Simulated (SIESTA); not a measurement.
Crystal: In3Se.

```
CELL_PARAMETERS angstrom
4.80376 0.00000 0.00000
0.00000 4.80376 0.00000
0.00000 0.00000 4.80376
ATOMIC_POSITIONS crystal
In 0.50000 0.50000 0.00000
In 0.50000 0.00000 0.50000
In 0.00000 0.50000 0.50000
Se 0.00000 0.00000 0.00000
```

The cell comes from a database or a generator and needn't be the stable form of this composition.

Base run:

* Program: SIESTA 5.4.2
* Functional: LDA
* Potentials or basis: PseudoDojo 0.4 standard (LDA files)
* Basis: DZP (energy shift 0.003 Ry; two zetas on semicore shells)
* Grid cutoff: 500 Ry
* Energy shift: 0.003 Ry
* k mesh: 6 × 6 × 6
* Occupations: fermi-dirac, width 0.05 eV
* Spin: no spin polarisation

Its results: band gap on the k mesh none (metal or under the smearing width); pressure -3.8 GPa.

Question: The run is repeated on the same cell with these changes: functional from LDA to PBEsol; potentials or basis from PseudoDojo 0.4 standard (LDA files) to PseudoDojo 0.4 standard (PBEsol files). What comes out?

Answer: Band gap on the k mesh none (metal or under the smearing width); pressure -2.5 GPa.

Caveats: spin-orbit coupling is left out, which moves the levels of the heavy elements; the basis of atomic orbitals isn't converged, which shifts pressures, moduli and gaps.
